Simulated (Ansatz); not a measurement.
**ZnPt: structure and electronic properties**

An exercise on one series of results from a longer session: the logs are not shown, and one member is left open.

Program: Ansatz 0.2.0. Level of theory: DFT r2SCAN, scalar-relativistic, plane waves, PAW. These are calculated values, not measurements.

## Starting point

It takes space group P4/mmm (No. 123, tetragonal). The conventional cell has a = 2.864 Å, b = 2.864 Å, c = 3.510 Å, α = 90.00°, β = 90.00°, γ = 90.00°. Zn (site symmetry 4/mmm) has 8 Pt at 2.68 Å and 4 Zn at 2.86 Å as nearest neighbours. Pt (site symmetry 4/mmm) is surrounded by 8 Zn at 2.68 Å and 4 Pt at 2.86 Å.

Structure file:

```xyz
2
Lattice="2.8640 0.0000 0.0000 0.0000 2.8640 0.0000 0.0000 0.0000 3.5100" Properties=species:S:1:pos:R:3 pbc="T T T"
Zn    1.4320    1.4320    1.7550
Pt    0.0000    0.0000    0.0000
```

The structure comes from the Crystallography Open Database.

The first run:

(A quick probe on a coarse mesh, which set the mesh and smearing, is not shown.)

File input.yaml:

```yaml
crystal:
  lattice:
    - [2.864, 0.0, 0.0]
    - [0.0, 2.864, 0.0]
    - [0.0, 0.0, 3.51]
  atoms:
    - { symbol: Zn, position: [0.5, 0.5, 0.5] }
    - { symbol: Pt, position: [0.0, 0.0, 0.0] }
basis:
  ecutwfc: 500
kpoints:
  mp_grid: { grid: [14, 14, 12] }
hamiltonian:
  xc: r2scan
scf:
  occupations: { method: gaussian, width: 0.1 }
output:
  forces: true
  stress: true
  eigenvalues: true
  write_density: true
  write_potential: true
  elf: true
  volumetric_format: npy
relax:
  adjacent_minimum: "off"
  f_tol: 0.005
  max_steps: 80
  cell: { stress_tol: 0.05 }
```

Started as:

```console
$ ansatz run input.yaml --threads 1 --pin off --max-ram 2560MiB --backend cpu --events-out ev --progress --plain --runs-dir out
```

Among the steps run: The relaxation; Bands, states and charges; Point at V/V0 = 0.97; Volume × 1.03; Point at V/V0 = 0.94; Volume × 1.06.

One table of the session follows, with a row left open; its other results are not shown here.

It belongs to the step «Equation of state». 

```
volume (Å³/atom)  energy above the lowest point (meV/atom)  pressure (GPa)
          13.296                                      35.2           14.22
          13.720                                       8.2            6.46
          14.144                                       0.0           -0.01
          14.569                                         ?               ?
          14.993                                      27.7           -9.82
```

**Question.** Estimate the row for volume (Å³/atom) = 14.569.

Worked estimate for «energy above the lowest point (meV/atom)». A straight line through the neighbours (14.144, 0.0) and (14.993, 27.7) gives 0.0 + (27.7 − 0.0) × (14.569 − 14.144) / (14.993 − 14.144) = 13.9; a parabola fitted to 3 rows on both sides gives 6.5.

**Answer.** energy above the lowest point (meV/atom): 7.4; pressure (GPa): -5.39. In «energy above the lowest point (meV/atom)» the line misses by +6.5 and the parabola by -0.9.

Limits of these values: The start is a reported cell, which holds thermal expansion that this zero-temperature run lacks.
